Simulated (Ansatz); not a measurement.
H6N2OSi, SMILES N[SiH](N)O, vertical energies of changing the electron count

With the Ansatz DFT code, driven from Python.

Typed at the interpreter:
```pycon
>>> import ansatz as az
>>> def energy(molecule, charge=0, unpaired=0):
...     calc = (
...         molecule.calculation()
...         .basis(gaussian="def2-SVP")  # atom-centred Gaussian functions
...         .functional("r2scan", dispersion="d3bj")
...     )
...     if charge:
...         calc = calc.charge(charge)
...     if unpaired:
...         calc = calc.spin("collinear", total=unpaired)
...     return calc.run(threads=1).report["free_energy_ev"]
...
>>> mol = (
...     az.Crystal.molecule()
...     .atom("N", [-0.721, 1.0461, -0.2513])
...     .atom("Si", [0.5251, 0.1206, 0.1363])
...     .atom("N", [-0.3428, -1.085, 0.9025])
...     .atom("O", [1.0962, -0.5007, -1.2835])
...     .atom("H", [-0.4377, 2.0367, -0.4072])
...     .atom("H", [-1.3652, 1.1382, 0.5602])
...     .atom("H", [1.5658, 0.7939, 0.9646])
...     .atom("H", [-0.9757, -1.4134, 0.264])
...     .atom("H", [0.3283, -1.85, 1.1032])
...     .atom("H", [0.4102, -0.3376, -1.9859])
... )
>>> # total-energy differences at one geometry
>>> parent = energy(mol, 0, 0)
DeckWarning: the engine holds no damping parameters fitted to this dispersion correction and functional, so the run takes those fitted to r2scan beside the three-body term, which d3bj leaves out (hamiltonian.dispersion, under Limitations)
>>> cation = energy(mol, 1, 1)
>>> print(f"E(N)   = {parent:.5f} eV")
E(N)   = -12994.31256 eV
>>> print(f"E(N-1) = {cation:.5f} eV  (1 unpaired)")
E(N-1) = -12985.02929 eV  (1 unpaired)
>>> print(f"vertical ionisation energy {cation - parent:.3f} eV")
vertical ionisation energy 9.283 eV
```

At this unrelaxed geometry removing an electron costs 9.28 eV.

Caveats:
- Total energies depend on the basis set; only differences at equal settings carry meaning.
- Warnings are shown shortened and without file and line.
- The geometry is a force-field or estimated start, not a minimum of this method, and the basis set is short of its limit. All parts are taken at fixed geometry, without zero-point energy. At an unrelaxed start these energies can be a whole eV from those at the minimum, and a small affinity can change sign.
- A dispersion term here runs with damping parameters fitted for another variant or functional.
- Run time: 10 s on 1 thread of Intel(R) Xeon(R) Processor @ 2.30GHz (shared host), peak memory 0.33 GiB.
